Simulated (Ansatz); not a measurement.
# NiMoIrPdW (P3m1) in Ansatz: single point with PBE

Aim: the single point of NiMoIrPdW with PBE.

All numbers are computed with Ansatz 0.2.0; they aren't measurements. Logs are shortened: lines on timing, memory, paths and dates and some standing lists are left out, and cuts for length are marked.

## (1) Starting point

Symmetry: P3m1, No. 156, trigonal system. Conventional cell: a = 2.766 Å, b = 2.766 Å, c = 11.023 Å, α = 90.00°, β = 90.00°, γ = 120.00°. Around Ni (site symmetry 3m) lie 3 Mo at 2.60 Å and 3 Pd at 2.71 Å and 6 Ni at 2.77 Å. Mo (site symmetry 3m) has 3 Ni at 2.60 Å and 6 Mo at 2.77 Å and 3 Ir at 2.82 Å as nearest neighbours. Pd (site symmetry 3m) has 3 Ni at 2.71 Å and 3 W at 2.74 Å and 6 Pd at 2.77 Å as nearest neighbours. Ir (site symmetry 3m) is surrounded by 3 W at 2.74 Å and 6 Ir at 2.77 Å and 3 Mo at 2.82 Å. Around W (site symmetry 3m) lie 3 Pd at 2.74 Å and 3 Ir at 2.74 Å and 6 W at 2.77 Å.

The cell was built by a generator and needn't be a form met in nature.

## (2) Single point, PBE, collinear spin, ferromagnetic start

input.yaml

```yaml
crystal:
  lattice:
    - [2.76609, 0.0, 0.0]
    - [-1.38305, 2.39551, 0.0]
    - [0.0, 0.0, 11.02278]
  atoms:
    - { symbol: Ni, position: [0.33333, 0.66667, 0.59711], spin: 1.0 }
    - { symbol: Mo, position: [0.0, 0.0, 0.41074], spin: 1.0 }
    - { symbol: Pd, position: [0.66667, 0.33333, 0.7952] }
    - { symbol: Ir, position: [0.66667, 0.33333, 0.19961], spin: 0.6 }
    - { symbol: W, position: [0.33333, 0.66667, 0.99734] }
hamiltonian:
  xc: pbe
  pseudopotentials: { kind: paw, source: jth }
magnetization:
  spin_polarized: true
kpoints:
  mp_grid: { grid: [11, 11, 3] }
scf:
  occupations: { method: fermi_dirac, width: 0.05 }
output:
  forces: true
  stress: true
  eigenvalues: true
  write_density: true
  write_potential: true
  elf: true
  volumetric_format: npy
```

Potentials or basis: JTH PAW.

Launch:

```
$ ansatz run input.yaml --threads 8 --pin off --max-ram 20480MiB --backend cpu --events-out ev --progress --plain --runs-dir out
```

The program printed:

```text
Warning: the atoms were moved onto the symmetric positions of the space group found under crystal.symmetry.tolerance 1.0e-5 (fractional; no operation is sought that the atoms, as they stand in a round, miss by more than twice it, and no atom is moved by as much as it), and the run uses the moved positions. Before a round's move an operation carried an atom to 2.77e-5 Å from where it should land, the largest such distance. Atom 0 (counting from 0) moved farthest, by 1.60e-5 Å; the longest move in fractions of the cell, of whichever atom, is 0.47 of the tolerance, in 1 round. To run the atoms as typed, lower crystal.symmetry.tolerance until the operations that they miss are no longer found, or set crystal.symmetry.detect: false (a key that needs symmetry detection or time reversal refuses this as the deck is read). The positions used, in the order of the run's atom list: position: [0.3333333333333333, 0.6666666666666666, 0.59711]; position: [0.0, 0.0, 0.41074]; position: [0.6666666666666666, 0.3333333333333333, 0.7952]; position: [0.6666666666666666, 0.3333333333333333, 0.19961]; position: [0.3333333333333333, 0.6666666666666666, 0.99734]; The lattice was moved too: crystal.lattice keeps the space group found at crystal.symmetry.tolerance 1.0e-5 only nearly: the operation that it misses by the most changes a squared length by the fraction 6.27e-6. The run uses the lattice that is a stretch of the typed one, with no rotation, onto the one that keeps every operation to a double's rounding (on a very oblique basis the stretch itself rounds by more); the deck's lattice vector that moved farthest moved by 4.42e-6 Å. To run the lattice as typed, set crystal.symmetry.tolerance under 2.09e-6, the least fraction by which an operation that the lattice misses changes a squared length (the same key also sets how far an atom may lie from its image, so lowering it can lose operations that the atoms keep only within it), or set crystal.symmetry.detect: false, as for the atoms. crystal.lattice made exact, in Å and degrees: [[2.7660933433499673, 2.8867513458421414e-6, 0.0], [-1.3830491716749835, 2.3955056612044303, 0.0], [0.0, 0.0, 11.02278]]. Pasted over the deck's crystal.lattice, beside positions in fractional coordinates, it runs the same cell (given as lengths and angles, that cell in the form's own orientation, a rigid turn of the misfit's size from the one run here, for which a checkpoint.post_process_only pass over this run's state can be refused: where this run relaxes nothing, give such a pass this deck's own crystal.lattice, as typed; behind a relaxation, as crystal.lattice, the state's own cell, identity.cell in its checkpoint.json), and a matrix so pasted ends this notice, except on a very skew basis of the lattice, where the rounding of the pasted numbers themselves can read as a misfit: the cell is then moved again, and that move is told again. The lattice as run is in this notice's lattice.as_run_ang field (Run.prep()["deck_notices"] in Python, the deck_notice line of an events file, deck_notices of ansatz run --dry-run=json, or deck_notices in record.json in the deck's checkpoint.write directory).
Warning: the checks of this Ni dataset prove no rule for summing its radial tables, as where they were carried onto another mesh than they were made on, and Gregory's rule is taken, under which a leading mesh point left out moves its sums only by what lay on the interval it spanned. That does not make them correct, and they differ from Quantum ESPRESSO's on this file; a re-export a fraction of a mesh step off can move them. hamiltonian.pseudopotentials.radial_quadrature: simpson_from_first_knot sums it by `pw.x`'s rule; on a PAW file no value gives `pw.x`'s numbers. What more to know: hamiltonian.pseudopotentials.radial_quadrature, in the input reference
Warning: the checks of this Mo dataset prove no rule for summing its radial tables, as where they were carried onto another mesh than they were made on, and Gregory's rule is taken, under which a leading mesh point left out moves its sums only by what lay on the interval it spanned. That does not make them correct, and they differ from Quantum ESPRESSO's on this file; a re-export a fraction of a mesh step off can move them. hamiltonian.pseudopotentials.radial_quadrature: simpson_from_first_knot sums it by `pw.x`'s rule; on a PAW file no value gives `pw.x`'s numbers. What more to know: hamiltonian.pseudopotentials.radial_quadrature, in the input reference
[... 141 lines left out ...]
  k-point 0 ↑: bands = ["-81.1954", "-63.0107", "-52.3324", "-41.7494", "-41.4859", "-41.4859", "-39.2645", "-28.8668", "-28.5116", "-28.5116", "-27.6218", "-27.3677", "-27.3677", "-16.7116", "-15.8950", "-15.8950", "-13.4403", "-12.6235", "-12.6235", "12.4238", "14.2720", "14.9266", "15.7675", "16.7032", "18.5521", "18.5521", "18.5734", "18.6548", "18.6548", "19.2620", "19.5407", "19.5407", "20.0515", "20.0515", "20.0804", "20.3315", "20.3315", "20.7572", "20.7572", "20.8808", "21.4821", "21.4821", "21.5998", "22.1803", "22.1803", "24.1217", "24.1217", "25.0141", "25.0141"]
  k-point 1 ↑: bands = ["-81.1954", "-63.0107", "-52.3324", "-41.7494", "-41.4859", "-41.4859", "-39.2645", "-28.8668", "-28.5116", "-28.5116", "-27.6218", "-27.3677", "-27.3677", "-16.7116", "-15.8950", "-15.8950", "-13.4403", "-12.6235", "-12.6235", "12.4608", "14.0605", "15.0219", "15.9110", "16.7625", "18.5510", "18.5510", "18.6244", "18.6567", "18.6567", "19.1561", "19.5183", "19.5183", "19.9715", "20.1255", "20.1255", "20.3661", "20.3661", "20.3787", "20.6088", "20.6088", "21.5656", "21.5656", "22.1656", "22.1656", "22.2527", "24.1065", "24.1065", "25.0216", "25.0216"]
  k-point 2 ↑: bands = ["-81.1950", "-63.0080", "-52.3242", "-41.7488", "-41.4899", "-41.4869", "-39.2495", "-28.8636", "-28.5355", "-28.5174", "-27.6164", "-27.4079", "-27.3774", "-16.6982", "-15.9929", "-15.9173", "-13.4252", "-12.7247", "-12.6464", "12.7400", "14.5748", "15.1699", "16.0060", "16.8730", "18.2895", "18.4454", "18.6386", "18.7260", "18.8816", "19.1015", "19.4056", "19.5072", "19.5328", "20.1139", "20.1727", "20.2918", "20.3848", "20.3951", "20.7348", "20.9682", "21.3089", "21.7077", "21.7378", "22.2279", "22.3399", "24.0841", "24.4946", "24.9717", "25.3859"]
  k-point 41 ↓: bands = ["-81.1899", "-62.9731", "-52.2162", "-41.7409", "-41.5259", "-41.5163", "-39.0512", "-28.8220", "-28.7468", "-28.6896", "-27.7582", "-27.6634", "-27.5448", "-16.8134", "-16.5904", "-16.5215", "-13.5793", "-13.3458", "-13.2261", "16.4840", "16.6652", "17.1118", "17.2786", "17.5781", "17.6426", "17.7756", "17.8891", "18.1867", "18.5305", "18.7236", "19.2049", "19.5519", "19.8763", "20.1893", "20.4613", "21.1540", "21.3494", "21.7258", "21.8941", "22.0710", "22.3420", "23.3348", "23.7303", "24.3164", "26.3343", "26.7469", "27.2738", "27.8391", "28.4299"]
```

rho_z.tsv:

```text
# z_ang	rho[e/angstrom^3]	rho_spin[e/angstrom^3]
# format = ansatz-planar-average/11
# lattice	2.766093343	0.000002887	0.000000000
# lattice	-1.383049172	2.395505661	0.000000000
# lattice	0.000000000	0.000000000	11.022780000
# sites	5
# site	28	-0.000001667	1.597004736	6.581812166
# site	42	0.000000000	0.000000000	4.527496657
# site	46	1.383045838	0.798503812	8.765314656
# site	77	1.383045838	0.798503812	2.200257116
# site	74	-0.000001667	1.597004736	10.993459405
0.000000	1.800919e0	3.061156e-8
0.061238	1.761391e0	2.818268e-8
0.122475	1.685253e0	2.747342e-8
0.183713	1.578305e0	2.340130e-8
0.244951	1.448320e0	2.306102e-8
0.306188	1.304097e0	2.158461e-8
[... 172 lines left out ...]
10.900305	1.760801e0	3.627568e-8
10.961542	1.800726e0	3.364505e-8
```

v_z.tsv:

```text
# z_ang	v_es[eV]	v_tot_up[eV]	v_tot_dn[eV]
# format = ansatz-planar-average/11
# xc	pbe
# density_cutoff_ev	9600
# datasets	Ni=:gregory:soft	Mo=:gregory:soft	Pd=:gregory:soft	Ir=:gregory:soft	W=:gregory:soft
# lattice	2.766093343	0.000002887	0.000000000
# lattice	-1.383049172	2.395505661	0.000000000
# lattice	0.000000000	0.000000000	11.022780000
# sites	5
# site	28	-0.000001667	1.597004736	6.581812166
# site	42	0.000000000	0.000000000	4.527496657
# site	46	1.383045838	0.798503812	8.765314656
# site	77	1.383045838	0.798503812	2.200257116
# site	74	-0.000001667	1.597004736	10.993459405
0.000000	4.474460e0	-1.192081e1	-1.192081e1
0.061238	4.641177e0	-1.164959e1	-1.164959e1
0.122475	4.977115e0	-1.110776e1	-1.110776e1
0.183713	5.476378e0	-1.030802e1	-1.030802e1
0.244951	6.130772e0	-9.269943e0	-9.269942e0
0.306188	6.926973e0	-8.020264e0	-8.020264e0
[... 172 lines left out ...]
10.900305	4.654983e0	-1.163346e1	-1.163346e1
10.961542	4.479267e0	-1.191539e1	-1.191539e1
```

Wall time 2.9 min (8 threads of Arm Neoverse V2, shared host); peak memory 4.2 GiB.

What came out:

| Item | Value |
| --- | --- |
| Free energy | -39259.7682 eV |
| Pressure | 0.4 GPa |
| Largest force | 0.158 eV/Å |
| Band gap on the k mesh | none (metal or under the smearing width) |
| Net moment | 0.00 μB per cell |
| Absolute moment | 0.00 μB per cell |

Forces on the atoms (eV/Å):
```
Ni   0.000  0.000 -0.033
Mo   0.000  0.000 -0.083
Pd   0.000  0.000 -0.074
Ir   0.000  0.000  0.032
W    0.000  0.000  0.158
```

Stress tensor (GPa, compression positive):
```
 0.87  0.00  0.00
 0.00  0.87  0.00
 0.00  0.00 -0.48
```

Caveat: the starting moments weren't kept. Spin-orbit coupling is left out, which matters for the levels of Ir, W.
